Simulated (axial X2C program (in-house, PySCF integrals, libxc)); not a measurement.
# TmC: from the state search to constants, part 1 of 2

What are the state, bond length, wavenumber and bond energy of TmC, and what does spin–orbit coupling change?

Computed with an in-house X2C program for linear molecules on PySCF integrals. Level: all-electron X2C, Tm dyall-cv3z, C dyall-v3z.

All values are calculated.

### 1 Input

The input, task.json:

```json
{"zs": [69, 6], "q": 0, "bas": ["dyall-cv3z", "dyall-v3z"], "levels": ["PBE0", "HF", "PBEsol", "B3LYP", "PW91"], "cc": true, "r0": 1.98, "thr": -2.0, "nmax": 140}
```

Keys: zs atomic numbers; q charge; bas basis sets; levels methods (HF also brings MP2); cc coupled cluster on or off; r0 starting distance in Å; thr threshold in hartree for freezing inner shells (an s shell follows its p shell); nmax most natural virtual spinors.

On the command line:

```
$ python so2c.py task.json out
```

Spin-free means the one-electron spin-free X2C Hamiltonian; two-component (2c) means X2C with spin–orbit coupling and atomic mean-field two-electron Coulomb and Gaunt terms. Basis: Tm dyall-cv3z contracted to [13s14p10d7f3g], C dyall-v3z contracted to [7s6p2d1f]; Gaussian nuclei, density fitting. Masses: Tm 168.934 u, C 12.000 u.

Notation: σ, π±, δ± give the projection m of an orbital's angular momentum (0, ±1, ±2), α and β its spin, Λ and M_S the sums; ω is the projection of a spinor's total angular momentum and Ω the sum. Logs are in hartree.

The results follow Hamiltonian by Hamiltonian and level by level.

### 2 Which state to follow

PBE0 moves the distance from 1.980 Å to 2.294 Å and compares determinants there.

Spin-free determinants:

| ΔE (eV) | state | open shells |
| --- | --- | --- |
| 0.00 | M_S = 3/2, Λ = 1 | beyond closed shells: 2 × π+α, π+β, 2 × π-α |
| 0.14 | M_S = 5/2, Λ = 1 | beyond closed shells: 2 × σα, 2 × π+α, π+β, 2 × π-α |
| 0.57 | M_S = 3/2, Λ = 0 | beyond closed shells: σα, π+α, π-α |
| 0.98 | M_S = 1/2, Λ = 1 | beyond closed shells: 2 × σβ, 2 × π+α, π+β, 2 × π-α |
| 1.16 | M_S = 5/2, Λ = 4 | beyond closed shells: σα, 2 × π+α, π+β, 2 × π-α, φ+α, φ+β, φ-α |
| 1.21 | M_S = 5/2, Λ = 0 | beyond closed shells: σα, 2 × π+α, 2 × π-α |
| 1.31 | M_S = 5/2, Λ = 2 | beyond closed shells: σα, 2 × π+α, 2 × π-α, π-β, φ+α, φ+β, φ-α |

Two-component determinants:

```json
{"ΔE (eV)": "0.00", "state": "Ω = 5/2", "open shells": "excess of +ω over −ω: ω = -1/2, 2 × ω = 3/2"}
{"ΔE (eV)": "0.09", "state": "Ω = 1/2", "open shells": "excess of +ω over −ω: 2 × ω = -1/2, ω = 3/2"}
{"ΔE (eV)": "0.15", "state": "Ω = 7/2", "open shells": "excess of +ω over −ω: ω = 1/2, 2 × ω = 3/2"}
{"ΔE (eV)": "0.23", "state": "Ω = 9/2", "open shells": "excess of +ω over −ω: ω = -1/2, ω = 3/2, ω = 7/2"}
{"ΔE (eV)": "0.26", "state": "Ω = 3/2", "open shells": "excess of +ω over −ω: ω = 3/2"}
{"ΔE (eV)": "0.85", "state": "Ω = 13/2", "open shells": "excess of +ω over −ω: 2 × ω = 3/2, ω = 7/2"}
{"ΔE (eV)": "0.98", "state": "Ω = 3/2", "open shells": "excess of +ω over −ω: 3 × ω = -1/2, 2 × ω = 3/2"}
```

### 3 PBE0, spin-free

State followed: M_S = 3/2, Λ = 1 (beyond closed shells: 2 × π+α, π+β, 2 × π-α). The scan is laid around 2.332 Å, a first estimate of the minimum, and this SCF restarts from the orbitals of the search.

The SCF at the reference distance of 2.332 Å:

```text
spin-free X2C-1e  PBE0
basis functions 223  fitting functions 1148  grid points 5080
iter        total energy     max residual
   1     -13603.608387853     1.67e+01
   2     -13604.997181857     2.04e-02
   3     -13604.971261637     6.32e-02
   4     -13605.004875530     9.89e-03
   5     -13605.006253104     3.02e-03
   6     -13605.006331718     1.23e-03
   7     -13605.006343052     9.13e-05
   8     -13605.006343344     4.38e-05
   9     -13605.006343416     2.83e-05
  10     -13605.006343446     7.88e-06
  11     -13605.006343450     4.51e-06
  12     -13605.006343451     8.79e-07
converged
one-electron -18856.22236352  Coulomb 5452.11176641  exact exchange -72.48358509  xc functional -222.35700058  nuclear repulsion 93.94483933
```

Along the bond, energies from the lowest point:

```tsv
R (Å)	E (eV)	μ (D)	HOMO (eV)	LUMO (eV)	iterations
2.029	0.4703	-2.75	-4.22	-2.18	20
2.122	0.2057	-3.01	-4.28	-2.19	17
2.192	0.0848	-3.25	-4.33	-2.21	15
2.262	0.0197	-3.51	-4.39	-2.24	14
2.332	0.0000	-3.78	-4.46	-2.29	12
2.414	0.0223	-4.11	-4.54	-2.34	13
2.495	0.0814	-4.43	-4.61	-2.40	12
2.600	0.1951	-4.84	-4.71	-2.48	12
2.728	0.3686	-5.29	-4.82	-2.57	12
2.915	0.6476	-5.82	-4.96	-2.70	12
3.171	1.0167	-6.23	-5.08	-2.85	13
3.498	1.3970	-6.18	-5.12	-2.98	13
```

Dipoles are positive if C is the positive end.

Outer orbitals at the reference distance:

| symmetry | occupied | ε (eV) | atomic character |
| --- | --- | --- | --- |
| σβ | yes | -11.17 | 68% C s, 10% Tm d, 8% Tm p |
| π+α | yes | -7.23 | 96% Tm f, 4% C p |
| π-α | yes | -7.23 | 96% Tm f, 4% C p |
| σα | yes | -6.91 | 78% Tm f, 19% C p |
| σβ | yes | -6.29 | 99% Tm f |
| δ-α | yes | -6.23 | 100% Tm f |
| δ+α | yes | -6.23 | 100% Tm f |
| σα | yes | -6.17 | 62% C p, 22% Tm f, 8% Tm s |
| π+α | yes | -5.92 | 77% C p, 11% Tm d, 8% Tm f |
| π-α | yes | -5.92 | 77% C p, 11% Tm d, 8% Tm f |
| δ+β | yes | -5.68 | 100% Tm f |
| φ+α | yes | -5.62 | 100% Tm f |
| φ-α | yes | -5.62 | 100% Tm f |
| δ-β | yes | -5.45 | 100% Tm f |
| π+β | yes | -5.33 | 99% Tm f |
| φ+β | yes | -5.02 | 100% Tm f |
| φ-β | yes | -4.87 | 100% Tm f |
| σβ | yes | -4.46 | 71% Tm s, 16% Tm p, 8% C p |
| σα | no | -2.29 | 75% Tm s, 10% Tm d, 9% Tm p |
| π-β | no | -1.25 | 46% C p, 40% Tm p, 13% Tm d |
| π+β | no | -1.25 | 46% C p, 38% Tm p, 14% Tm d |
| σβ | no | -1.02 | 39% C p, 38% Tm d, 11% Tm p |

PBE0 fields in the half plane through the axis: z from -2.4 to 4.5 Å across, distance from the axis 0.15 to 2.25 Å upwards; Tm lies at z = 0 and C at z = 2.332 Å; the ELF is damped to zero where the density is low.

log10 density (e/bohr³). Ten even steps from '0' (-4.59 ) to '9' (1.76 ):
```
112222222222222222111000
122223333322222222221100
222333333333333333322110
223333444433334444332211
223334455544444444433221
233344566655445555443321
233345677765555665544322
233445789875556686554322
```

ELF. Ten even steps from '0' (0.00 ) to '9' (0.94 ):
```
257888754321111110000000
589986532111122222210000
899863210001234555432000
998631111000256777653200
997311233310268888875310
985212565641279999987420
984114543452289758998631
983126563654288092998631
```

Re = 2.332 Å, ωe = 424 cm⁻¹, ωexe = 2.41 cm⁻¹, Be = 0.2766 cm⁻¹, De = 2.22 eV, μ = -3.79 D. ⟨S²⟩ = 4.56 against 3.75 for a pure state, so this determinant mixes spins.

### 4 HF, spin-free

The SCF at the reference distance of 2.332 Å:

```text
spin-free X2C-1e  HF
basis functions 223  fitting functions 1148  grid points 5080
iter        total energy     max residual
   1     -13600.100098160     4.69e-01
   2     -13600.149317397     4.95e-02
   3     -13600.135543683     8.80e-02
   4     -13600.164372472     2.89e-03
   5     -13600.164895660     2.31e-03
   6     -13600.165141388     1.25e-03
   7     -13600.165213451     6.14e-04
   8     -13600.165227741     2.94e-04
   9     -13600.165231224     1.51e-04
  10     -13600.165232358     5.77e-05
  11     -13600.165232459     3.50e-05
  12     -13600.165232490     2.04e-05
  13     -13600.165232501     8.65e-06
  14     -13600.165232503     2.98e-06
  15     -13600.165232504     1.22e-06
converged
one-electron -18860.85469565  Coulomb 5457.03855003  exact exchange -290.29392621  xc functional 0.00000000  nuclear repulsion 93.94483933
```

Re = 2.426 Å, ωe = 426 cm⁻¹, ωexe = 2.05 cm⁻¹, Be = 0.2556 cm⁻¹, De = 1.77 eV, μ = -3.75 D. ⟨S²⟩ = 4.71 against 3.75 for a pure state, so this determinant mixes spins.

### 5 PBEsol, spin-free

The SCF at the reference distance of 2.332 Å:

```text
spin-free X2C-1e  PBEsol
basis functions 223  fitting functions 1148  grid points 5080
iter        total energy     max residual
   1     -13600.524303121     5.22e-01
   2     -13599.459739210     3.60e-01
   3     -13599.845566263     3.03e-01
   4     -13600.286844205     9.99e-02
   5     -13599.488653721     3.11e-01
   6     -13600.521925819     3.19e-02
   7     -13600.520556313     3.28e-02
   8     -13600.530414524     1.88e-02
   9     -13600.536239565     6.87e-03
  10     -13600.537253749     1.33e-03
  11     -13600.537344085     4.94e-04
  12     -13600.537350211     1.02e-04
  13     -13600.537350516     6.65e-05
  14     -13600.537350552     3.87e-05
  15     -13600.537350566     1.27e-05
  16     -13600.537350568     1.82e-06
  17     -13600.537350568     1.48e-07
converged
one-electron -18852.15213560  Coulomb 5447.85206989  exact exchange 0.00000000  xc functional -290.18212419  nuclear repulsion 93.94483933
```

Re = 2.247 Å, ωe = 427 cm⁻¹, ωexe = 2.07 cm⁻¹, Be = 0.298 cm⁻¹, De = 2.61 eV, μ = -3.79 D. ⟨S²⟩ = 4.36 against 3.75 for a pure state, so this determinant mixes spins.

### 6 B3LYP, spin-free

Output at 2.332 Å:

```text
spin-free X2C-1e  B3LYP
basis functions 223  fitting functions 1148  grid points 5080
iter        total energy     max residual
   1     -13605.593792205     8.51e-02
   2     -13605.594516199     1.43e-02
   3     -13605.586697823     4.39e-02
   4     -13605.595821378     3.38e-03
   5     -13605.595915946     9.15e-04
   6     -13605.595927360     2.46e-04
   7     -13605.595930350     1.59e-04
   8     -13605.595931698     5.79e-05
   9     -13605.595931823     1.38e-05
  10     -13605.595931836     4.10e-06
  11     -13605.595931837     2.31e-06
converged
one-electron -18855.38157048  Coulomb 5451.23838091  exact exchange -57.97557945  xc functional -237.42200215  nuclear repulsion 93.94483933
```

Re = 2.344 Å, ωe = 405 cm⁻¹, ωexe = 2.59 cm⁻¹, Be = 0.2738 cm⁻¹, De = 1.89 eV, μ = -4.15 D. ⟨S²⟩ = 4.47 against 3.75 for a pure state, so this determinant mixes spins.

### 7 PW91, spin-free

The SCF at the reference distance of 2.332 Å:

```text
spin-free X2C-1e  PW91
basis functions 223  fitting functions 1148  grid points 5080
iter        total energy     max residual
   1     -13606.752858531     1.69e-01
   2     -13605.521563869     3.81e-01
   3     -13606.607850383     1.50e-01
   4     -13606.707820720     6.43e-02
   5     -13606.417500376     1.69e-01
   6     -13606.697724106     1.03e-01
   7     -13606.760733519     1.47e-02
   8     -13606.757326453     2.45e-02
   9     -13606.763724585     3.82e-03
  10     -13606.763978434     1.50e-03
  11     -13606.764025022     3.32e-04
  12     -13606.764027992     1.01e-04
  13     -13606.764028194     4.39e-05
  14     -13606.764028230     1.76e-05
  15     -13606.764028232     3.98e-06
  16     -13606.764028233     1.97e-06
converged
one-electron -18852.97934332  Coulomb 5448.75837780  exact exchange 0.00000000  xc functional -296.48790204  nuclear repulsion 93.94483933
```

Re = 2.271 Å, ωe = 412 cm⁻¹, ωexe = 2.01 cm⁻¹, Be = 0.2917 cm⁻¹, De = 2.45 eV, μ = -3.89 D. ⟨S²⟩ = 4.34 against 3.75 for a pure state, so this determinant mixes spins.

### 8 Correlated methods, spin-free

Correlated methods: 27 electrons correlated (frozen shells, counted by type: Tm 4 s, 3 p, 2 d; C 1 s), 273 virtual spinors in MP2.

Output of the correlated part at 2.332 Å:

```text
correlated 27  virtual 273  natural virtual 139  E(MP2) -1.239565035  MP2 remainder -0.032918642
iter   CCSD correlation   residual
   1     -0.942290359   3.22e-01
   2     -1.031448782   1.98e-01
   3     -1.040011013   4.15e-02
   4     -1.039890468   1.98e-02
   5     -1.039835740   1.07e-02
   6     -1.040340832   6.02e-03
   7     -1.040384764   3.31e-03
   8     -1.040239838   1.95e-03
   9     -1.040334508   1.20e-03
  10     -1.040342412   8.06e-04
  11     -1.040300858   5.69e-04
  12     -1.040343988   4.02e-04
  13     -1.040322497   2.75e-04
  14     -1.040319077   1.73e-04
  15     -1.040325321   1.12e-04
  16     -1.040323002   8.27e-05
  17     -1.040320701   6.02e-05
  18     -1.040323163   4.94e-05
  19     -1.040322105   3.74e-05
  20     -1.040321397   2.77e-05
  21     -1.040322537   2.17e-05
  22     -1.040322123   1.59e-05
  23     -1.040321861   1.29e-05
  24     -1.040322462   9.07e-06
  25     -1.040322403   6.81e-06
  26     -1.040322185   4.18e-06
  27     -1.040322412   3.21e-06
  28     -1.040322366   2.23e-06
  29     -1.040322281   1.74e-06
  30     -1.040322353   1.29e-06
  31     -1.040322348   9.14e-07
(T) -0.046630533  T1 0.0281  D1 0.0749  max T2 0.040
```

T1 in the output is the amplitude norm over the root of the electron number; divide by √2 for the Lee–Taylor value.

Coupled cluster ran at too few distances for a curve.

MP2: No constants are quoted: the reference is strongly spin-contaminated.

### 9 A higher determinant, spin-free

State: M_S = 5/2, Λ = 1 (beyond closed shells: 2 × σα, 2 × π+α, π+β, 2 × π-α).

Output at the reference distance:

```text
spin-free X2C-1e  PBE0
basis functions 223  fitting functions 1148  grid points 5080
iter        total energy     max residual
   1     -13603.624155299     1.70e+01
   2     -13604.993283130     1.96e-02
   3     -13604.971710513     6.43e-02
   4     -13604.999637102     1.01e-02
   5     -13605.000779677     2.50e-03
   6     -13605.000830043     1.03e-03
   7     -13605.000837747     1.40e-04
   8     -13605.000838236     8.50e-05
   9     -13605.000838401     2.15e-05
  10     -13605.000838442     6.35e-06
  11     -13605.000838445     3.62e-06
  12     -13605.000838445     9.85e-07
converged
one-electron -18856.38491293  Coulomb 5452.29552854  exact exchange -72.49012679  xc functional -222.36616659  nuclear repulsion 93.94483933
```

```tsv
R (Å)	E above the lowest PBE0 point (eV)
2.029	0.501
2.122	0.283
2.192	0.190
2.262	0.149
2.332	0.150
2.414	0.194
2.495	0.273
2.600	0.412
2.728	0.615
```

Re = 2.294 Å, ωe = 438 cm⁻¹, ωexe = 2.26 cm⁻¹, Be = 0.2859 cm⁻¹, μ = -3.90 D. Te = 0.14 eV.

State: M_S = 3/2, Λ = 0 (beyond closed shells: σα, π+α, π-α).

Output at the reference distance:

```text
spin-free X2C-1e  PBE0
basis functions 223  fitting functions 1148  grid points 5080
iter        total energy     max residual
   1     -13603.570667307     1.67e+01
   2     -13604.958783141     3.31e-02
   3     -13604.675860028     1.04e-01
   4     -13604.983415369     1.03e-02
   5     -13604.979285612     2.06e-02
   6     -13604.985564957     3.85e-03
   7     -13604.985971433     2.22e-03
   8     -13604.986200654     2.64e-03
   9     -13604.985398907     2.02e-03
  10     -13604.985352143     6.78e-04
  11     -13604.985351101     1.10e-04
  12     -13604.985351116     1.33e-05
  13     -13604.985351123     9.29e-06
  14     -13604.985351123     1.66e-06
converged
one-electron -18856.57547901  Coulomb 5452.45607818  exact exchange -72.46363436  xc functional -222.34715526  nuclear repulsion 93.94483933
```

```tsv
R (Å)	E above the lowest PBE0 point (eV)
2.029	1.019
2.122	0.763
2.192	0.650
2.262	0.589
2.332	0.571
2.414	0.590
2.495	0.640
2.600	0.734
2.728	0.873
```

Re = 2.333 Å, ωe = 398 cm⁻¹, ωexe = 3.14 cm⁻¹, Be = 0.2763 cm⁻¹, μ = -5.16 D. Te = 0.57 eV.

### 10 The spin-free curves together

Energy (eV) of the followed determinant, spin-free, from each level's lowest point:

```tsv
R (Å)	PBE0	HF	MP2 (spin-contaminated)	PBEsol	B3LYP	PW91
2.029	0.470	0.966	0.513	0.238	0.466	0.285
2.122	0.206	0.503	0.217	0.068	0.211	0.095
2.192	0.085	0.273	0.086	0.011	0.092	0.024
2.262	0.020	0.123	0.018	0.000	0.025	0.000
2.332	0.000	0.037	0.000	0.024	0.000	0.012
2.414	0.022	0.000	0.029	0.084	0.014	0.059
2.495	0.081	0.016	0.098	0.171	0.064	0.134
2.600	0.195	0.092	0.228	0.308	0.164	0.257
2.728	0.369	0.242	0.425	0.498	0.317	0.431
2.915	0.648	0.519	0.744	0.786	0.563	0.700
3.171	1.017	0.936	1.181	1.157	0.881	1.049
3.498	1.397	1.427	1.647	1.542	1.198	1.412
```

(Continued in part 2 of 2.)
